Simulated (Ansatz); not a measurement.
# TaN (septet): the correlation ladder, def2-TZVPP

One table from this session's results is given with a row withheld; the runs are named, their logs left out.

Method: def2-TZVPP, core rule «outside noble gas», up to 5 orbitals frozen; program: Ansatz 0.2.0, Gaussian basis.

Plan: UHF; ROHF; CCSD(T) on UHF.

## What is computed

The geometry is a PBE0/def2-TZVP stationary point (not a proven minimum) of the parent state, kept for this charge and spin. No spin-orbit coupling is included. Elements past krypton take def2 core potentials.

2 atoms, charge 0, spin multiplicity 7.

Atoms are counted from 1 here; the program's logs count them from 0.

Bond lengths: Ta1–N2 1.820 Å.

As a file:

```xyz
2
charge 0, multiplicity 7
Ta    0.0000    0.0000    0.0000
N     0.0000    0.0000    1.8196
```

Set-up of the first run:

Contents of in.yaml:

```yaml
crystal:
  periodic: [false, false, false]
  atoms:
    - {symbol: Ta, position_ang: [0.000000, 0.000000, 0.000000]}
    - {symbol: N, position_ang: [0.000000, 0.000000, 1.819600]}
basis:
  gaussian: {orbitals: def2-TZVPP}
magnetization: {spin_polarized: true, initial_magnetization: 6}
hamiltonian: {xc: hf}
output: {orbitals: {seedname: orbitals}}
```

Command:

```sh
$ ansatz run in.yaml --threads 1 --pin off --events-out ev --progress --plain --max-ram 4096MiB --backend cpu
```

Among the steps run: UHF; ROHF; CCSD(T) on UHF.

One table of the session follows, with a row left open; its other results are not shown here.

| method | from UCCSD(T) (meV) |
| --- | --- |
| ROHF | +6359.6 |
| UHF | +6126.8 |
| UMP2 | ? |
| UCCSD | +255.9 |
| UCCSD(T) | 0 |

Q: Estimate the row for UMP2 from the others.

**Answer.** from UCCSD(T) (meV): +889.0. In the column «from UCCSD(T) (meV)» it lies between UCCSD (+255.9) and UHF (+6126.8).

Caveats from the session: Warnings: coupled cluster took another determinant than the lowest.
